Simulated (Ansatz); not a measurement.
**C2H7ClGe: up Jacob's ladder to CCSD(T)**

An exercise on one series of results from a longer session: the logs are not shown, and one member is left open.

Computed with Ansatz 0.2.0, Gaussian basis. Level: functionals in def2-TZVPP, the program's frozen cores in correlated methods.

Plan: LDA (SPW92), PBE-D4, revPBE-D4, BLYP-D4, r2SCAN-D4, B97M-V, PBE0-D4, B3LYP-D4, r2SCANh-D4, r2SCAN0-D4, HSE06-D4, BHLYP-D4, CAM-B3LYP-D4, LC-ωPBE, ωB97X-V, ωB97M-V, B2PLYP, PBE-QIDH; CCSD(T)/def2-SVP; CCSD(T)/def2-TZVPP; MP2/def2-QZVPP; extrapolation to the limit; RPA on PBE.

### The geometry

An earlier PBE0-D4 in a triple-zeta def2 set relaxation fixed the geometry.

SMILES `[CH3][GeH]([CH3])[Cl]`, 11 atoms, charge 0, spin multiplicity 1.

Atoms are counted from 1 here; the program's logs count them from 0.

Bond lengths: C1–Ge2 1.942 Å, C1–H5 1.091 Å, C1–H6 1.092 Å, C1–H7 1.090 Å, Ge2–C3 1.942 Å, Ge2–Cl4 2.173 Å, Ge2–H8 1.540 Å, C3–H9 1.091 Å, C3–H10 1.092 Å, C3–H11 1.090 Å. Angles: Ge2–C1–H5 109.8°, Ge2–C1–H6 110.1°, Ge2–C1–H7 110.2°, H5–C1–H6 109.0°, H5–C1–H7 108.9°, H6–C1–H7 108.9°, C1–Ge2–C3 113.3°, C1–Ge2–Cl4 106.7°, C1–Ge2–H8 112.1°, C3–Ge2–Cl4 106.7°, C3–Ge2–H8 112.0°, Cl4–Ge2–H8 105.4°, Ge2–C3–H9 109.8°, Ge2–C3–H10 110.1°, Ge2–C3–H11 110.2°, H9–C3–H10 109.0°, H9–C3–H11 108.9°, H10–C3–H11 108.9°.

Geometry (Å):

```tsv
atom	x (Å)	y (Å)	z (Å)
C1	-0.97871	1.33094	-0.15489
Ge2	-0.43393	-0.53259	-0.09582
C3	1.41076	-0.77616	0.46169
Cl4	-0.57726	-1.28960	-2.12789
H5	-0.30887	1.89114	-0.80816
H6	-0.94130	1.76399	0.84683
H7	-1.99577	1.41332	-0.53795
H8	-1.40617	-1.39309	0.73173
H9	2.07264	-0.20708	-0.19202
H10	1.54077	-0.42763	1.48834
H11	1.68333	-1.83014	0.40894
```

Set-up of the first run:

File in.yaml:

```yaml
crystal:
  periodic: [false, false, false]
  atoms:
    - {symbol: C, position_ang: [-0.978708, 1.330943, -0.154887]}
    - {symbol: Ge, position_ang: [-0.433930, -0.532593, -0.095817]}
    - {symbol: C, position_ang: [1.410764, -0.776159, 0.461690]}
    - {symbol: Cl, position_ang: [-0.577263, -1.289602, -2.127890]}
    - {symbol: H, position_ang: [-0.308869, 1.891142, -0.808164]}
    - {symbol: H, position_ang: [-0.941298, 1.763991, 0.846832]}
    - {symbol: H, position_ang: [-1.995774, 1.413322, -0.537949]}
    - {symbol: H, position_ang: [-1.406169, -1.393093, 0.731733]}
    - {symbol: H, position_ang: [2.072641, -0.207080, -0.192023]}
    - {symbol: H, position_ang: [1.540774, -0.427634, 1.488339]}
    - {symbol: H, position_ang: [1.683334, -1.830137, 0.408937]}
basis:
  gaussian: {orbitals: def2-TZVPP}
hamiltonian: {xc: lda}
output: {orbitals: {seedname: orbitals}}
```

Among the steps run: LDA; PBE-D4 (GGA); revPBE-D4 (GGA); BLYP-D4 (GGA); r2SCAN-D4 (meta-GGA); B97M-V (meta-GGA); PBE0-D4 (hybrid); B3LYP-D4 (hybrid); r2SCANh-D4 (hybrid); r2SCAN0-D4 (hybrid); HSE06-D4 (hybrid); BHLYP-D4 (hybrid); CAM-B3LYP-D4 (range-separated); LC-ωPBE-D4 (range-separated; the results give it without D4); ωB97X-V (range-separated); ωB97M-V (range-separated); B2PLYP (double hybrid); PBE-QIDH (double hybrid).

One of the session's tables, all rows but one given; the rest of the session is left out.

It belongs to the step «Orbital energies across the functionals». 

```
  functional  HOMO (eV)  LUMO (eV)  gap (eV)
 LDA (SPW92)      -7.06      -0.67      6.39
      PBE-D4      -6.94      -0.38      6.55
   revPBE-D4      -6.89      -0.27      6.62
     BLYP-D4      -6.78      -0.30      6.48
   r2SCAN-D4      -7.26      -0.05      7.21
      B97M-V      -7.37      -0.03      7.35
     PBE0-D4      -8.27       0.57      8.85
    B3LYP-D4          ?          ?         ?
  r2SCANh-D4      -7.75       0.28      8.03
  r2SCAN0-D4      -8.48       0.77      9.25
    HSE06-D4      -7.87       0.20      8.07
    BHLYP-D4      -9.47       1.50     10.97
CAM-B3LYP-D4      -9.62       1.60     11.22
     LC-ωPBE     -11.02       2.83     13.85
     ωB97X-V     -10.65       2.69     13.34
     ωB97M-V     -10.50       2.40     12.89
```

**Question.** Estimate the row for B3LYP-D4.

Worked estimate for «HOMO (eV)». Against the share of exact exchange, BLYP-D4 (0, -6.78), BHLYP-D4 (0.5, -9.47) give a slope of -5.38 per unit share; at 0.2 the line stands at -7.86.

As computed: HOMO (eV): -8.02; LUMO (eV): 0.30; gap (eV): 8.32. In «HOMO (eV)» the line misses by +0.16.
